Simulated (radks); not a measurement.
# Si in [Ne] 3s2 3p2: an all-electron calculation

An exercise on one series of results from a longer session: the logs are not shown, and one member is left open.

The numbers are computed with radks (a radial shooting solver on a logarithmic mesh, Libxc functionals) version 1 (scalar-relativistic Kohn-Sham, PBE, spin-polarised, spherical densities, finite nucleus; open shells are filled with parallel spins first), except any that are marked as measured or tabulated.

## What is computed

* element: silicon (Z = 14)
* charge: 0
* electrons: 14
* configuration: [Ne] 3s2 3p2
* nuclear rms radius: 3.1224 fm

Outer shells as boxes (Hund's rule):

Si
```
[Ne] core
3s [↑↓]
3p [↑ ][↑ ][  ]
```

Set-up of the first run:

The run's settings:

```text
Z 14
configuration [Ne] 3s2 3p2 4s0 3d0
relativity scalar-relativistic
functional pbe,pbe
spin polarised
nucleus finite rms 3.1224 fm
c 137.035999084
```

One of the session's tables, all rows but one given; the rest of the session is left out.

It belongs to the step «Radial structure». Radial moments (bohr):

```
  level     <r>  outermost maximum (interpolated)  90 % within  nodes
  1s up  0.1113                            0.0726        0.199      0
1s down  0.1113                            0.0726        0.199      0
  2s up  0.5680                             0.454        0.895      1
2s down  0.5680                             0.455        0.895      1
  2p up  0.5377                             0.388        0.904      0
2p down  0.5376                             0.388        0.904      0
  3s up   2.163                              1.80         3.29      2
3s down       ?                                 ?            ?      ?
  3p up   2.746                              2.16         4.33      1
3p down   2.867                              2.15         4.62      1
```

**Question.** Estimate the row for 3s down.

As computed: <r>: 2.163; outermost maximum (interpolated): 1.77; 90 % within: 3.32; nodes: 2.

Limits of these values: Open shells are spherical and high-spin; term and fine-structure splittings are not resolved.
